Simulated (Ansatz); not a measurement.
# Si5O: the cost of one run

Method: DFT PBE, scalar-relativistic, plane waves, PAW, in Ansatz 0.2.0.

1 further run of the same task is left out (it didn't finish).

## 1. The structure to begin with

The structure is cubic, space group F-43m (No. 216). Conventional cell: a = 6.830 Å, b = 6.830 Å, c = 6.830 Å, α = 90.00°, β = 90.00°, γ = 90.00°. Around Si (site symmetry -43m) lie 12 Si at 2.83 Å and 4 O at 2.96 Å. Around Si (site symmetry 3m) lie 6 Si at 2.39 to 2.44 Å. Around O (site symmetry -43m) lie 16 Si at 2.83 to 2.96 Å.

As a file:

```cif
data_structure
_symmetry_space_group_name_H-M 'F-43m'
_symmetry_Int_Tables_number 216
_cell_length_a 6.8304
_cell_length_b 6.8304
_cell_length_c 6.8304
_cell_angle_alpha 90.000
_cell_angle_beta 90.000
_cell_angle_gamma 90.000
_cell_volume 318.67
loop_
_atom_site_label
_atom_site_type_symbol
_atom_site_symmetry_multiplicity
_atom_site_Wyckoff_symbol
_atom_site_fract_x
_atom_site_fract_y
_atom_site_fract_z
_atom_site_occupancy
Si1 Si 4 d 0.25000 0.25000 0.75000 1
Si2 Si 16 e 0.62390 0.12390 0.87610 1
O1 O 4 a 0.00000 0.00000 0.00000 1
```

A structure generator made this guess: species swapped into a database cell of DyCu5 (F-43m, No. 216), with O on the Dy sites and Si on the Cu sites. Its size is a rough estimate.

## 2. A first look at the guess

File input.yaml:

```yaml
crystal:
  lattice:
    - [0.0, 3.41522227, 3.41522227]
    - [3.41522227, 0.0, 3.41522227]
    - [3.41522227, 3.41522227, 0.0]
  atoms:
    - { symbol: Si, position: [0.25, 0.25, 0.25] }
    - { symbol: Si, position: [0.12830949, 0.62389684, 0.62389684] }
    - { symbol: Si, position: [0.62389684, 0.62389684, 0.62389684] }
    - { symbol: Si, position: [0.62389684, 0.62389684, 0.12830949] }
    - { symbol: Si, position: [0.62389684, 0.12830949, 0.62389684] }
    - { symbol: O, position: [0.0, 0.0, 0.0] }
basis:
  ecutwfc: 420
kpoints:
  mp_grid: { grid: [4, 4, 4] }
hamiltonian:
  xc: pbe
scf:
  occupations: { method: gaussian, width: 0.1 }
  lower_state_search: "off"
output:
  forces: true
  stress: true
  eigenvalues: true
```

The run is started by

```
> ansatz run input.yaml --threads 1 --pin off --max-ram 2560MiB --backend cpu --events-out ev --progress --plain --runs-dir out
```

What time and memory should one allow on 1 thread of Intel Xeon at 2.50GHz (Skylake/Cascade Lake), shared host?

About 3.2 s, with a peak of 0.31 GiB.
